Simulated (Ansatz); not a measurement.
# SiF3 (trifluorosilyl) at U-r2SCAN0/STO-3G

Aim: the energy change on altering one bond length of SiF3 (trifluorosilyl) at U-r2SCAN0/STO-3G, from 2 runs. 

Program for the calculation: Ansatz 0.2.0.

9 further runs of the same task are left out: 7 that didn't finish, 2 set aside as unsound or not needed.

## Step 1: The system as given

SiF3: 4 atoms, total charge 0, spin state doublet. SMILES: `F[Si](F)F`. The coordinates come from a PBE0-D4/def2-TZVP relaxation.

Bond lengths: F1–Si2 1.581 Å, Si2–F3 1.581 Å, Si2–F4 1.581 Å. Angles: F1–Si2–F3 107.9°, F1–Si2–F4 107.9°, F3–Si2–F4 107.9°.

## Step 2: A single-point energy at U-r2SCAN0/STO-3G

job.yaml

```yaml
crystal:
  periodic: [false, false, false]
  atoms:
    - {symbol: F, position_ang: [0.784850, -0.507040, 1.151700]}
    - {symbol: Si, position_ang: [-0.282750, 0.213060, 0.234280]}
    - {symbol: F, position_ang: [-0.994260, -0.892250, -0.644340]}
    - {symbol: F, position_ang: [0.492160, 1.186230, -0.741640]}
basis:
  gaussian:
    orbitals: STO-3G
total_charge: 0
magnetization:
  spin_polarized: true
  initial_magnetization: 1
hamiltonian:
  xc: {name: r2SCAN0}
accuracy: high
```

Command:

```bash
$ ansatz run job.yaml --threads 1 --pin off --max-ram 3480MiB --events-out events.jsonl --progress --plain --runs-dir runs
```

Standard output:

```text
Warning: RAYON_NUM_THREADS=1 ignored (pool sized by the plan → 1); use --threads N
Functional definition: r2SCAN0
  name "r2SCAN0"
  parameter a = 0.25
  parameter k0 = 0.174
  parameter k1 = 0.065
  parameter a1 = 4.9479
  exchange = (1 - a)*r2scan_x(k0 = k0, k1 = k1, a1 = a1) + a*exact_x
  correlation = r2scan_c
460 factors; integrals over basis functions are off by at most 3.1e-8 eV
mean field evaluation 1: about -15813.3234 eV, gradient 1.6e1 eV
mean field evaluation 2: about -15814.1992 eV, gradient 1.3e1 eV
mean field evaluation 4: about -15815.4813 eV, gradient 4.6e-2 eV
mean field evaluation 8: about -15815.4766 eV, gradient 2.7e-3 eV
mean field evaluation 16: about -15815.4766 eV, gradient 4.8e-7 eV
mean field -15815.47663546 eV, -581.2080462380 hartree, gradient 5.5e-8 eV, S^2 0.753040; 0 other end points of the search recorded, 0 dependent functions left out
reference -15815.47663581 eV, -581.2080462508 hartree; 21, 20 occupied and 3, 4 virtual orbitals, 460 factors
Total energy: -15815.47663581 eV, -581.2080462508 hartree
```

It took 4.5 s on 1 thread of Intel Xeon Platinum 8375C at 2.90GHz (Ice Lake), shared host; peak memory 0.27 GiB.

## Step 3: The distorted shape, same level

run.yaml

```yaml
crystal:
  periodic: [false, false, false]
  atoms:
    - {symbol: F, position_ang: [1.051741, -0.687059, 1.381047]}
    - {symbol: Si, position_ang: [-0.282750, 0.213060, 0.234280]}
    - {symbol: F, position_ang: [-0.994260, -0.892250, -0.644340]}
    - {symbol: F, position_ang: [0.492160, 1.186230, -0.741640]}
basis:
  gaussian:
    orbitals: STO-3G
magnetization:
  spin_polarized: true
  initial_magnetization: 1
hamiltonian:
  xc: {name: r2SCAN0}
accuracy: high
```

Command:

```bash
$ ansatz run run.yaml --threads 1 --pin off --max-ram 3480MiB --events-out events.jsonl --progress --plain --runs-dir runs
```

Standard output (excerpt; [...] marks lines left out):

```text
Warning: RAYON_NUM_THREADS=1 ignored (pool sized by the plan → 1); use --threads N
[... 8 set-up lines as earlier in the session ...]
449 factors; integrals over basis functions are off by at most 2.8e-8 eV
mean field evaluation 1: about -15810.6239 eV, gradient 1.9e1 eV
mean field evaluation 2: about -15795.1550 eV, gradient 5.1e1 eV
mean field evaluation 4: about -15814.3494 eV, gradient 2.8e0 eV
mean field evaluation 8: about -15814.4373 eV, gradient 6.7e-2 eV
mean field evaluation 16: about -15814.4375 eV, gradient 5.2e-5 eV
mean field -15814.43745247 eV, -581.1698569675 hartree, gradient 1.7e-8 eV, S^2 0.769765; 0 other end points of the search recorded, 0 dependent functions left out
reference -15814.43745281 eV, -581.1698569799 hartree; 21, 20 occupied and 3, 4 virtual orbitals, 449 factors
Total energy: -15814.43745281 eV, -581.1698569799 hartree
```

Run time: 5.7 s. Hardware: 1 thread of Intel Xeon Platinum 8375C at 2.90GHz (Ice Lake), shared host; peak memory 0.26 GiB.

## Step 4: What came out

At U-r2SCAN0/STO-3G:

```
                                                          quantity          value
                                         first shape: total energy  -581.20805 Eh
                                                 first shape: ⟨S²⟩          0.753
                                     distorted shape: total energy  -581.16986 Eh
                                             distorted shape: ⟨S²⟩          0.770
energy change with the F1–Si2 bond stretched from 1.581 to 1.976 Å       1.039 eV
```

**Reading.** With the F1–Si2 bond stretched from 1.581 to 1.976 Å the energy rises by 1.04 eV (100 kJ/mol). The first shape isn't relaxed at this level, so the change isn't measured from a minimum. The minimal basis adds a large error of its own.
